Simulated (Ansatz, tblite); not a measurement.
# C₁₀H₁₈O₃Si: one state, many levels

How do method and basis change the picture of C₁₀H₁₈O₃Si (singlet)?

Program: Ansatz 0.2.0, Gaussian basis. Level of theory: as each input shows. These are calculated values, not measurements.

The runs, in order: GFN1-xTB, GFN2-xTB, PBE-D4/def2-TZVP, r2SCAN-D4/def2-TZVP, PBE-D4/def2-SVP, PBE0-D4/def2-SVP, HF/STO-3G, MP2/def2-SVP.

3 further runs of the same task are left out: 3 that didn't finish.

### 1 The structure

The geometry is that of the singlet, from an earlier relaxation (PBE-D4/def2-SVP).

SMILES `O[Si](O)(O)C12CC3CC(CC(C3)C1)C2`, 32 atoms, charge 0, spin multiplicity 1.

Bond lengths: O1–Si2 1.682 Å, O1–H15 0.973 Å, Si2–O3 1.682 Å, Si2–O4 1.682 Å, Si2–C5 1.875 Å, O3–H16 0.973 Å, O4–H17 0.973 Å, C5–C6 1.551 Å, C5–C13 1.551 Å, C5–C14 1.551 Å, C6–C7 1.542 Å, C6–H18 1.112 Å, C6–H19 1.112 Å, C7–C8 1.542 Å, C7–C12 1.542 Å, C7–H20 1.112 Å, C8–C9 1.541 Å, C8–H21 1.112 Å and more. Angles: Si2–O1–H15 113.3°, O1–Si2–O3 109.1°, O1–Si2–O4 109.0°, O1–Si2–C5 109.8°, O3–Si2–O4 108.8°, O3–Si2–C5 110.0°, O4–Si2–C5 110.1°, Si2–O3–H16 113.2°, Si2–O4–H17 113.2°, Si2–C5–C6 110.1°, Si2–C5–C13 110.1°, Si2–C5–C14 110.1°, C6–C5–C13 108.8°, C6–C5–C14 108.8°, C13–C5–C14 108.8°, C5–C6–C7 110.1°, C5–C6–H18 109.7°, C5–C6–H19 109.8° and more.

PBE0-D4/def2-TZVP was run before; its log isn't repeated, and its numbers join the tables.

### 2 GFN1-xTB

Tight binding, by tblite at 300 K electronic temperature and without a spin-polarisation term:

```python
tblite.interface.Calculator('GFN1-xTB', numbers, positions, charge=0, uhf=0).singlepoint()
```

Energy -1280.7313 eV, HOMO -10.85 eV, LUMO -3.83 eV; 0.049 s.

### 3 GFN2-xTB

Tight binding, by tblite at 300 K electronic temperature and without a spin-polarisation term:

```python
tblite.interface.Calculator('GFN2-xTB', numbers, positions, charge=0, uhf=0).singlepoint()
```

Energy -1216.8071 eV, HOMO -10.12 eV, LUMO -3.18 eV; 0.035 s.

### 4 PBE-D4/def2-TZVP

start.molden holds the orbitals of an earlier run on this state, given as this run's starting guess.

Contents of in.yaml:

```yaml
crystal:
  periodic: [false, false, false]
  atoms:
    - {symbol: O, position_ang: [3.095381, -0.547046, -1.638808]}
    - {symbol: Si, position_ang: [2.591461, -0.217517, -0.068122]}
    - {symbol: O, position_ang: [3.090484, -1.465269, 0.943062]}
    - {symbol: O, position_ang: [3.304845, 1.216194, 0.447362]}
    - {symbol: C, position_ang: [0.723165, -0.061641, -0.018752]}
    - {symbol: C, position_ang: [0.257298, 1.069394, -0.973128]}
    - {symbol: C, position_ang: [-1.278534, 1.197267, -0.931340]}
    - {symbol: C, position_ang: [-1.914928, -0.135328, -1.373486]}
    - {symbol: C, position_ang: [-1.471552, -1.263635, -0.421350]}
    - {symbol: C, position_ang: [-1.918363, -0.929192, 1.015597]}
    - {symbol: C, position_ang: [-1.281865, 0.402358, 1.460652]}
    - {symbol: C, position_ang: [-1.725516, 1.528677, 0.506239]}
    - {symbol: C, position_ang: [0.254012, 0.273845, 1.421462]}
    - {symbol: C, position_ang: [0.064096, -1.394162, -0.462459]}
    - {symbol: H, position_ang: [3.644320, -1.347326, -1.706305]}
    - {symbol: H, position_ang: [3.745391, -1.183511, 1.604974]}
    - {symbol: H, position_ang: [3.908138, 1.602728, -0.210627]}
    - {symbol: H, position_ang: [0.730339, 2.030061, -0.674033]}
    - {symbol: H, position_ang: [0.595143, 0.851213, -2.009713]}
    - {symbol: H, position_ang: [-1.598729, 2.010064, -1.618616]}
    - {symbol: H, position_ang: [-3.023450, -0.048237, -1.373064]}
    - {symbol: H, position_ang: [-1.610605, -0.375144, -2.415593]}
    - {symbol: H, position_ang: [-1.930917, -2.223977, -0.741112]}
    - {symbol: H, position_ang: [-1.616588, -1.745331, 1.707654]}
    - {symbol: H, position_ang: [-3.026959, -0.858141, 1.064377]}
    - {symbol: H, position_ang: [-1.604524, 0.642435, 2.496884]}
    - {symbol: H, position_ang: [-2.830200, 1.649464, 0.544882]}
    - {symbol: H, position_ang: [-1.283637, 2.496645, 0.828543]}
    - {symbol: H, position_ang: [0.590128, -0.523200, 2.119824]}
    - {symbol: H, position_ang: [0.726345, 1.221555, 1.760547]}
    - {symbol: H, position_ang: [0.396169, -2.219479, 0.204515]}
    - {symbol: H, position_ang: [0.399673, -1.653773, -1.490038]}
basis:
  gaussian: {orbitals: def2-TZVP, initial_orbitals: start.molden}
hamiltonian: {xc: pbe, dispersion: d4}
scf: {omitted_lower_state_checks: [starts]}
output: {orbitals: {seedname: orbitals}}
```

Launch:

```bash
$ ansatz run in.yaml --threads 6 --pin off --events-out ev --progress --plain --max-ram 7833MiB
```

The program printed:

```text
Functional definition: PBE
  name "PBE"
  cite "Perdew, Burke & Ernzerhof, Phys. Rev. Lett. 77, 3865 (1996) doi:10.1103/PhysRevLett.77.3865"
  parent pbe
  parameter kappa = 0.804
  parameter beta = 0.06672455060314922
  exchange = pbe_x(kappa = kappa, mu = beta*pi^2/3)
  correlation = pbe_c(beta = beta)
these checks for a lower state are left out or cut short: starts
3297 factors; their error is unknown
mean field evaluation 1: about -24669.1367 eV, gradient 1.6e1 eV
mean field evaluation 2: about -24669.4244 eV, gradient 2.8e-1 eV
mean field evaluation 4: about -24669.3214 eV, gradient 2.1e-3 eV
mean field -24669.32141893 eV, -906.5808406790 hartree, gradient 3.1e-5 eV, S^2 0.000000; 0 other end points of the search recorded, 0 dependent functions left out
reference -24669.32148645 eV, -906.5808431602 hartree; 58, 58 occupied and 490, 490 virtual orbitals, 3297 factors
Total energy: -24670.49704099 eV, -906.6240439929 hartree
Checks for a lower state left out: starts
```

It took 13 s on 6 threads of Intel Xeon at 2.70GHz, shared host; peak memory 1.9 GiB.

Report: HOMO -5.90 eV, LUMO -0.49 eV.

### 5 r2SCAN-D4/def2-TZVP

Changes to in.yaml since step 4:

```diff
@@ -37,4 +37,4 @@
   gaussian: {orbitals: def2-TZVP, initial_orbitals: start.molden}
-hamiltonian: {xc: pbe, dispersion: d4}
+hamiltonian: {xc: r2scan, dispersion: d4}
 scf: {omitted_lower_state_checks: [starts]}
-output: {orbitals: {seedname: orbitals}}
+output: {forces: true, orbitals: {seedname: orbitals}}
```

The command is unchanged.

The program printed, cut to the lines that bear on the results:

```text
Functional definition: r2SCAN
  name "r2SCAN"
  cite "Furness, Kaplan, Ning, Perdew & Sun, J. Phys. Chem. Lett. 11, 8208 (2020) doi:10.1021/acs.jpclett.0c02405"
  cite "Furness, Kaplan, Ning, Perdew & Sun, J. Phys. Chem. Lett. 11, 9248 (2020) doi:10.1021/acs.jpclett.0c03077"
  parent r2scan
[...]
3297 factors; their error is unknown
[...]
mean field -24684.64844386 eV, -907.1440984563 hartree, gradient 2.3e-5 eV, S^2 0.000000; 0 other end points of the search recorded, 0 dependent functions left out
[...]
reference -24684.64846214 eV, -907.1440991280 hartree; 58, 58 occupied and 490, 490 virtual orbitals, 3297 factors
Total energy: -24684.98273900 eV, -907.1563835759 hartree
Atom 0 at     3.095381    -0.547046    -1.638808 Å, force     0.042432    -0.237895     0.896321 eV/Å
Atom 1 at     2.591461    -0.217517    -0.068122 Å, force     0.536568    -0.046082    -0.013401 eV/Å
[...]
Atom 23 at    -1.616588    -1.745331     1.707654 Å, force    -0.108187     0.347056    -0.296437 eV/Å
Atom 24 at    -3.026959    -0.858141     1.064377 Å, force     0.469452    -0.009494    -0.038180 eV/Å
Atom 25 at    -1.604524     0.642435     2.496884 Å, force     0.137211    -0.101152    -0.436483 eV/Å
Atom 26 at    -2.830200     1.649464     0.544882 Å, force     0.464149    -0.076838    -0.025381 eV/Å
Atom 27 at    -1.283637     2.496645     0.828543 Å, force    -0.168417    -0.415125    -0.137837 eV/Å
Atom 28 at     0.590128    -0.523200     2.119824 Å, force    -0.176352     0.317528    -0.287953 eV/Å
Atom 29 at     0.726345     1.221555     1.760547 Å, force    -0.223126    -0.376491    -0.146852 eV/Å
Atom 30 at     0.396169    -2.219479     0.204515 Å, force    -0.165109     0.344493    -0.260091 eV/Å
Atom 31 at     0.399673    -1.653773    -1.490038 Å, force    -0.175355     0.117585     0.412591 eV/Å
Dipole moment:     0.252984    -0.016558    -0.011691 e Å
Checks for a lower state left out: starts
```

Wall time 23 s (6 threads of Intel Xeon at 2.70GHz, shared host); peak memory 2 GiB.

Report: HOMO -6.10 eV, LUMO 0.14 eV.

### 6 PBE-D4/def2-SVP

Changes to in.yaml since step 5:

```diff
@@ -36,5 +36,5 @@
 basis:
-  gaussian: {orbitals: def2-TZVP, initial_orbitals: start.molden}
-hamiltonian: {xc: r2scan, dispersion: d4}
+  gaussian: {orbitals: def2-SVP, initial_orbitals: start.molden}
+hamiltonian: {xc: pbe, dispersion: d4}
 scf: {omitted_lower_state_checks: [starts]}
-output: {forces: true, orbitals: {seedname: orbitals}}
+output: {orbitals: {seedname: orbitals}}
```

Same command.

The program printed:

```text
Functional definition: PBE
  name "PBE"
  cite "Perdew, Burke & Ernzerhof, Phys. Rev. Lett. 77, 3865 (1996) doi:10.1103/PhysRevLett.77.3865"
  parent pbe
  parameter kappa = 0.804
  parameter beta = 0.06672455060314922
  exchange = pbe_x(kappa = kappa, mu = beta*pi^2/3)
  correlation = pbe_c(beta = beta)
these checks for a lower state are left out or cut short: starts
3249 factors; their error is unknown
mean field evaluation 1: about -24647.1265 eV, gradient 1.6e1 eV
mean field evaluation 2: about -24647.7457 eV, gradient 4.4e-1 eV
mean field evaluation 4: about -24647.5648 eV, gradient 1.6e-3 eV
mean field -24647.56480616 eV, -905.7812999068 hartree, gradient 1.5e-5 eV, S^2 0.000000; 0 other end points of the search recorded, 0 dependent functions left out
reference -24647.56485313 eV, -905.7813016332 hartree; 58, 58 occupied and 232, 232 virtual orbitals, 3249 factors
Total energy: -24648.74040768 eV, -905.8245024659 hartree
Checks for a lower state left out: starts
```

It took 4.7 s on 6 threads of Intel Xeon at 2.70GHz, shared host.

From the report: HOMO -5.77 eV, LUMO 0.08 eV.

### 7 PBE0-D4/def2-SVP

Changes to in.yaml since step 6:

```diff
@@ -37,3 +37,3 @@
   gaussian: {orbitals: def2-SVP, initial_orbitals: start.molden}
-hamiltonian: {xc: pbe, dispersion: d4}
+hamiltonian: {xc: pbe0, dispersion: d4}
 scf: {omitted_lower_state_checks: [starts]}
```

Same command.

The program printed:

```text
Functional definition: PBE0
  name "PBE0"
  cite "Adamo & Barone, J. Chem. Phys. 110, 6158 (1999) doi:10.1063/1.478522"
  cite "Perdew, Burke & Ernzerhof, Phys. Rev. Lett. 77, 3865 (1996) doi:10.1103/PhysRevLett.77.3865"
  parent pbe
  parameter a = 0.25
  parameter kappa = 0.804
  parameter beta = 0.06672455060314922
  exchange = (1 - a)*pbe_x(kappa = kappa, mu = beta*pi^2/3) + a*exact_x
  correlation = pbe_c(beta = beta)
these checks for a lower state are left out or cut short: starts
3249 factors; their error is unknown
mean field evaluation 1: about -24650.1060 eV, gradient 1.3e1 eV
mean field evaluation 2: about -24650.4995 eV, gradient 2.9e-1 eV
mean field evaluation 4: about -24650.5008 eV, gradient 7.4e-4 eV
mean field -24650.50075621 eV, -905.8891940810 hartree, gradient 1.5e-5 eV, S^2 0.000000; 0 other end points of the search recorded, 0 dependent functions left out
reference -24650.50079236 eV, -905.8891954096 hartree; 58, 58 occupied and 232, 232 virtual orbitals, 3249 factors
Total energy: -24651.51266164 eV, -905.9263809197 hartree
Checks for a lower state left out: starts
```

It took 9.5 s on 6 threads of Intel Xeon at 2.70GHz, shared host; peak memory 2 GiB.

Report: HOMO -7.08 eV, LUMO 1.00 eV.

### 8 HF/STO-3G

Changes to in.yaml since step 7:

```diff
@@ -36,4 +36,4 @@
 basis:
-  gaussian: {orbitals: def2-SVP, initial_orbitals: start.molden}
-hamiltonian: {xc: pbe0, dispersion: d4}
+  gaussian: {orbitals: STO-3G}
+hamiltonian: {xc: hf}
 scf: {omitted_lower_state_checks: [starts]}
```

Same command.

The program printed:

```text
Functional definition: HF
  name "HF"
  cite "Fock, Z. Phys. 61, 126 (1930) doi:10.1007/BF01340294"
  parent pbe
  exchange = exact_x
  correlation = 0
these checks for a lower state are left out or cut short: starts
1322 factors; integrals over basis functions are off by at most 4.4e-5 eV
mean field evaluation 1: about -24262.5641 eV, gradient 3.9e1 eV
mean field evaluation 2: about -24263.5034 eV, gradient 3.9e1 eV
mean field evaluation 4: about -24269.0892 eV, gradient 2.3e0 eV
mean field evaluation 8: about -24269.1089 eV, gradient 3.5e-2 eV
mean field -24269.10886375 eV, -891.8733005502 hartree, gradient 7.7e-5 eV, S^2 0.000000; 0 other end points of the search recorded, 0 dependent functions left out
reference -24269.10886375 eV, -891.8733005502 hartree; 58, 58 occupied and 34, 34 virtual orbitals, 1322 factors
Total energy: -24269.10886375 eV, -891.8733005502 hartree
Checks for a lower state left out: starts
```

It took 1.3 s on 6 threads of Intel Xeon at 2.70GHz, shared host.

HOMO -8.12 eV, LUMO 11.95 eV.

### 9 MP2/def2-SVP

Changes to in.yaml since step 8:

```diff
@@ -36,4 +36,4 @@
 basis:
-  gaussian: {orbitals: STO-3G}
-hamiltonian: {xc: hf}
+  gaussian: {orbitals: def2-SVP, initial_orbitals: start.molden}
+correlation: {method: mp2}
 scf: {omitted_lower_state_checks: [starts]}
```

Same command.

The program printed:

```text
Functional definition: HF
  name "HF"
  cite "Fock, Z. Phys. 61, 126 (1930) doi:10.1007/BF01340294"
  parent pbe
  exchange = exact_x
  correlation = 0
these checks for a lower state are left out or cut short: starts
2962 factors; integrals over basis functions are off by at most 1.3e-3 eV
mean field evaluation 1: about -24551.2173 eV, gradient 3.5e1 eV
mean field evaluation 2: about -24553.1653 eV, gradient 1.6e0 eV
mean field evaluation 4: about -24553.1889 eV, gradient 6.4e-2 eV
mean field evaluation 8: about -24553.1889 eV, gradient 2.7e-6 eV
mean field -24553.18893184 eV, -902.3130504958 hartree, gradient 2.7e-6 eV, S^2 0.000000; 0 other end points of the search recorded, 0 dependent functions left out
18 core orbitals not correlated: weight in the atoms' cores, before any rotation towards them, 1.000 or more for the frozen orbitals, at most 0.000 for the correlated occupied ones
reference -24553.18893184 eV, -902.3130504958 hartree; 40, 40 occupied and 232, 232 virtual orbitals, 2962 factors
second order -55.94839896 eV of doubles, -0.00000000 eV of singles
Total energy: -24609.13733080 eV, -904.3691162343 hartree
Checks for a lower state left out: starts
```

Wall time 11 s (6 threads of Intel Xeon at 2.70GHz, shared host); peak memory 1.4 GiB.

From the report: Hartree-Fock HOMO -10.17 eV, LUMO 4.12 eV.

### 10 Levels side by side

```tsv
level	functions	HOMO (eV)	LUMO (eV)	gap (eV)	time
HF/STO-3G	92	-8.12	11.95	20.08	1.3 s
PBE-D4/def2-SVP	290	-5.77	0.08	5.85	4.7 s
PBE-D4/def2-TZVP	548	-5.90	-0.49	5.41	13 s
r2SCAN-D4/def2-TZVP	548	-6.10	0.14	6.24	23 s
PBE0-D4/def2-SVP	290	-7.08	1.00	8.08	9.5 s
PBE0-D4/def2-TZVP	548	-7.13	0.37	7.50	46 s
```

Energy pieces by basis (eV):

```tsv
basis	HF	MP2 correlation	total
def2-SVP	-24553.1889	-55.9484	-24609.1373 (MP2)
```

### 11 Binding energy

Free atoms were run apart at each level; binding is atoms less cluster, divided by the number of atoms, without zero-point or spin-orbit terms.

```tsv
level	binding an atom (eV)
HF/STO-3G	3.922
HF/def2-SVP	3.368
PBE-D4/def2-SVP	4.650
PBE-D4/def2-TZVP	4.608
r2SCAN-D4/def2-TZVP	4.517
PBE0-D4/def2-SVP	4.582
PBE0-D4/def2-TZVP	4.539
MP2/def2-SVP	4.395
```

### 12 Summary of results

| quantity | value |
| --- | --- |
| gap in def2-TZVP, named functionals, smallest and largest | 5.41 eV (PBE-D4), 7.50 eV (PBE0-D4) |
| correlation energy, MP2/def2-SVP | -55.95 eV |
| binding an atom, functionals in def2-TZVP | 4.52 (r2SCAN-D4) to 4.61 eV (PBE-D4) |
| PBE0 total energy, smallest basis above largest | 21.48 eV (def2-SVP, def2-TZVP) |

**Reading.** Over the named functionals in def2-TZVP the gap runs from 5.41 eV (PBE-D4) to 7.50 eV (PBE0-D4); exact exchange widens it.

The slowest run with a step of its own, r2SCAN-D4/def2-TZVP, took 23 s; the quickest functional in def2-TZVP took 13 s (shared host).
